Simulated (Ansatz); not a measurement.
# MgCd3O4: the cost of one run

Method: DFT PBE, scalar-relativistic, plane waves, PAW, in Ansatz 0.2.0.

1 further run of the same task is left out (set aside as unsound or not needed).

## (1) The structure to begin with

Symmetry: Pm-3m, No. 221, cubic system. Conventional cell: a = 4.680 Å, b = 4.680 Å, c = 4.680 Å, α = 90.00°, β = 90.00°, γ = 90.00°. Mg (site symmetry m-3m) is surrounded by 6 O at 2.34 Å. Cd (site symmetry 4/mmm) is surrounded by 6 O at 2.34 Å. O (site symmetry m-3m) is surrounded by 6 Cd at 2.34 Å. O (site symmetry 4/mmm) has 2 Mg at 2.34 Å and 4 Cd at 2.34 Å as nearest neighbours.

Coordinates:

```cif
data_structure
_symmetry_space_group_name_H-M 'Pm-3m'
_symmetry_Int_Tables_number 221
_cell_length_a 4.6803
_cell_length_b 4.6803
_cell_length_c 4.6803
_cell_angle_alpha 90.000
_cell_angle_beta 90.000
_cell_angle_gamma 90.000
_cell_volume 102.52
loop_
_atom_site_label
_atom_site_type_symbol
_atom_site_symmetry_multiplicity
_atom_site_Wyckoff_symbol
_atom_site_fract_x
_atom_site_fract_y
_atom_site_fract_z
_atom_site_occupancy
Mg1 Mg 1 b 0.50000 0.50000 0.50000 1
Cd1 Cd 3 d 0.00000 0.00000 0.50000 1
O1 O 1 a 0.00000 0.00000 0.00000 1
O2 O 3 c 0.50000 0.50000 0.00000 1
```

It is the end of an earlier relaxation with the same method, from a generated guess; it needn't be the stable form of this composition. At a tolerance of 0.05 Å it has space group Pm-3m (No. 221); it has 12.82 Å³/atom, an uncorrected energy of -1.34 eV/atom over the elements.

## (2) Static run: bands, density of states and charges

File input.yaml:

```yaml
crystal:
  lattice:
    - [4.680297, 0.0, 0.0]
    - [0.0, 4.680297, 0.0]
    - [0.0, 0.0, 4.680297]
  atoms:
    - { symbol: Mg, position: [0.5, 0.5, 0.5] }
    - { symbol: Cd, position: [0.0, 0.0, 0.5] }
    - { symbol: Cd, position: [0.0, 0.5, 0.0] }
    - { symbol: Cd, position: [0.5, 0.0, 0.0] }
    - { symbol: O, position: [0.0, 0.0, 0.0] }
    - { symbol: O, position: [0.5, 0.5, 0.0] }
    - { symbol: O, position: [0.5, 0.0, 0.5] }
    - { symbol: O, position: [0.0, 0.5, 0.5] }
basis:
  ecutwfc: 420
kpoints:
  mp_grid: { grid: [8, 8, 8] }
  band_path:
    path:
      - [[0.0, 0.0, 0.0], [0.0, 0.5, 0.0], [0.5, 0.5, 0.0], [0.0, 0.0, 0.0], [0.5, 0.5, 0.5], [0.0, 0.5, 0.0]]
      - [[0.5, 0.5, 0.5], [0.5, 0.5, 0.0]]
    npoints: 14
hamiltonian:
  xc: pbe
scf:
  occupations: { method: gaussian, width: 0.1 }
  n_extra_bands: 20
output:
  forces: true
  stress: true
  eigenvalues: true
  populations: true
  dos: { projected: true, de: 0.02, nscf_kmesh: { grid: [10, 10, 10] } }
  bader: true
  write_density: true
  write_potential: true
  elf: true
  volumetric_format: npy
```

The run is started by

```bash
> ansatz run input.yaml --threads 4 --pin off --max-ram 8192MiB --backend cpu --events-out ev --progress --plain --runs-dir out
```

Q: Estimate wall time and peak memory on 4 threads of Arm Neoverse V1, shared host.

About 22 s, with a peak of 0.66 GiB.
